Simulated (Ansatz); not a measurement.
**TiCuNi2: single point with PBEsol**

The system is TiCuNi2.

```
Cu Ni Ti
1.0
    -1.83678    1.83678    3.57467
     1.83678   -1.83678    3.57467
     1.83678    1.83678   -3.57467
Cu Ni Ti
1 2 1
Direct
  0.50419 0.49032 0.00271
  0.25200 0.74619 0.49022
  0.76377 0.23544 0.49201
  0.00847 0.00259 0.00485
```

The cell comes from a database or a generator and needn't be the stable form of this composition.

The cell isn't the ideal one: atoms moved at random, drawn with an rms of 0.05 Å.

```yaml
Program: Ansatz 0.2.0
Task: single point
Functional: PBEsol
Potentials_or_basis: all-electron LAPW, scalar-relativistic
Cutoff: 304 eV (chosen from the basis error)
Basis_error_allowed: 0.001 eV/atom
k_mesh: 10 × 10 × 10
Occupations: fermi-dirac, width 0.05 eV
Spin: collinear spin, ferromagnetic start
Starting_moments: "[0.6, 1.0, 1.0, 1.0] μB"
```

| Property | Result |
| --- | --- |
| Pressure | -6.4 GPa |
| Largest force | 0.432 eV/Å |
| Band gap on the k mesh | none (metal or under the smearing width) |
| Net moment | 0.00 μB per cell |
| Absolute moment | 0.00 μB per cell |

Forces in eV/Å, atoms in the order of the input:
```
Cu   0.007 -0.083  0.362
Ni  -0.030  0.254 -0.191
Ni   0.343 -0.196 -0.176
Ti  -0.320  0.025  0.004
```

Stress tensor (GPa, compression positive):
```
-6.17 -0.14 -0.17
-0.14 -6.20 -0.11
-0.17 -0.11 -6.87
```

Levels at points of the mesh, in eV from the Fermi level:
Spin up:
| k point | band 31 | band 32 | band 33 | band 34 | band 35 | band 36 | band 37 | band 38 |
| --- | --- | --- | --- | --- | --- | --- | --- | --- |
| (0.00, 0.00, 0.00) | -0.87 | -0.29 | 0.54 | 0.92 | 0.93 | 1.26 | 2.17 | 2.70 |
| (0.00, 0.00, -0.50) | -1.18 | -1.13 | -0.29 | -0.11 | 0.71 | 0.86 | 1.16 | 1.50 |
| (0.00, -0.50, 0.00) | -1.42 | -1.15 | -0.85 | -0.34 | 0.54 | 1.65 | 1.89 | 2.27 |
| (0.00, -0.50, -0.50) | -1.41 | -1.14 | -0.82 | -0.31 | 0.60 | 1.65 | 1.95 | 2.32 |
| (-0.50, 0.00, 0.00) | -1.42 | -1.15 | -0.85 | -0.33 | 0.53 | 1.64 | 1.89 | 2.27 |
| (-0.50, 0.00, -0.50) | -1.41 | -1.15 | -0.82 | -0.32 | 0.60 | 1.66 | 1.95 | 2.31 |
| (-0.50, -0.50, 0.00) | -1.22 | -1.13 | -0.29 | -0.12 | 0.71 | 0.86 | 1.16 | 1.50 |
| (-0.50, -0.50, -0.50) | -1.30 | -0.76 | -0.29 | 1.25 | 2.01 | 2.03 | 2.12 | 2.21 |
Spin down:
```csv
k point,band 30,band 31,band 32,band 33,band 34,band 35,band 36,band 37,band 38,band 39
"(0.00, 0.00, 0.00)",-1.21,-0.87,-0.29,0.54,0.92,0.93,1.26,2.17,2.70,7.30
"(0.00, 0.00, -0.50)",-1.29,-1.18,-1.13,-0.29,-0.11,0.71,0.86,1.16,1.50,2.04
"(0.00, -0.50, 0.00)",-1.62,-1.42,-1.15,-0.85,-0.34,0.54,1.65,1.89,2.27,3.48
"(0.00, -0.50, -0.50)",-1.74,-1.41,-1.14,-0.82,-0.31,0.60,1.65,1.95,2.32,3.57
"(-0.50, 0.00, 0.00)",-1.61,-1.42,-1.15,-0.85,-0.33,0.53,1.64,1.89,2.27,3.45
"(-0.50, 0.00, -0.50)",-1.73,-1.41,-1.15,-0.82,-0.32,0.60,1.66,1.95,2.31,3.57
"(-0.50, -0.50, 0.00)",-1.25,-1.22,-1.13,-0.29,-0.12,0.71,0.86,1.16,1.50,2.04
"(-0.50, -0.50, -0.50)",-1.33,-1.30,-0.76,-0.29,1.25,2.01,2.03,2.12,2.21,2.22
```

It took 11 min on 4 threads of Arm Neoverse V2 (shared host), peak memory 4.5 GiB.

Caveat: the starting moments weren't kept.
